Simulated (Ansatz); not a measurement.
Runs of Ansatz 0.2.0 on NiMoIrPdW. The structure is trigonal, space group P3m1 (No. 156). The conventional cell has a = 2.766 Å, b = 2.766 Å, c = 11.023 Å, α = 90.00°, β = 90.00°, γ = 120.00°. Ni (site symmetry 3m) has 3 Mo at 2.60 Å and 3 Pd at 2.71 Å and 6 Ni at 2.77 Å as nearest neighbours. Mo (site symmetry 3m) is surrounded by 3 Ni at 2.60 Å and 6 Mo at 2.77 Å and 3 Ir at 2.82 Å. Around Pd (site symmetry 3m) lie 3 Ni at 2.71 Å and 3 W at 2.74 Å and 6 Pd at 2.77 Å. Around Ir (site symmetry 3m) lie 3 W at 2.74 Å and 6 Ir at 2.77 Å and 3 Mo at 2.82 Å. W (site symmetry 3m) has 3 Pd at 2.74 Å and 3 Ir at 2.74 Å and 6 W at 2.77 Å as nearest neighbours. The cell was built by a generator and needn't be a form met in nature.

```tsv
task	level	U	cell	k mesh	hubbard projectors	double counting	gap on the mesh (eV)	pressure (GPa)	moment (μB)	largest force (eV/Å)
projected density of states	PBE+U	Ir d U = 2 eV, Mo d U = 2 eV, Ni d U = 2 eV, Pd d U = 2 eV, W d U = 2 eV	as given	11 × 11 × 3	ortho-atomic (the default)	fll (the default)	none	0.6	(b)	0.32
projected density of states	PBE+U	Ir d U = 6 eV, Mo d U = 6 eV, Ni d U = 6 eV, Pd d U = 6 eV, W d U = 6 eV	as given	11 × 11 × 3	ortho-atomic (the default)	fll (the default)	none	22.9	4.05	1.40
relaxation of cell and atoms	PBE+D4	-	relaxed	8 × 8 × 2	-	-	none	0.0	0.00	-
projected density of states	PBE+U	Ir d U = 4 eV, Mo d U = 4 eV, Ni d U = 4 eV, Pd d U = 4 eV, W d U = 4 eV	as given	11 × 11 × 3	ortho-atomic (the default)	fll (the default)	none	(a)	1.23	0.90
```

Alike in all rows: potentials or basis Ansatz PAW; spin collinear, ferromagnetic start; cutoff (eV) 420; smearing fermi-dirac 0.05 eV.

Estimate the missing entries.

(a) 6.6; (b) 0.26.

Caveats: the magnetic or orbital state may not be the lowest (some runs); the U is typed as a test and isn't derived for this compound (some runs); the starting moments weren't kept (some runs); forces of over 1 eV/Å show positions far from the minimum, so gaps and moduli don't describe the material at rest (some runs); the plane-wave basis is chosen anew once the cell has moved, so the energies of steps on either side of that aren't comparable (some runs); pairwise dispersion overbinds metals, which lowers pressure and volume (some runs).

A k mesh can miss the band edges, and the runs leave out spin-orbit coupling on Ir, Mo, Pd, W.

A gap of «none» marks a metal or a gap under the smearing width.
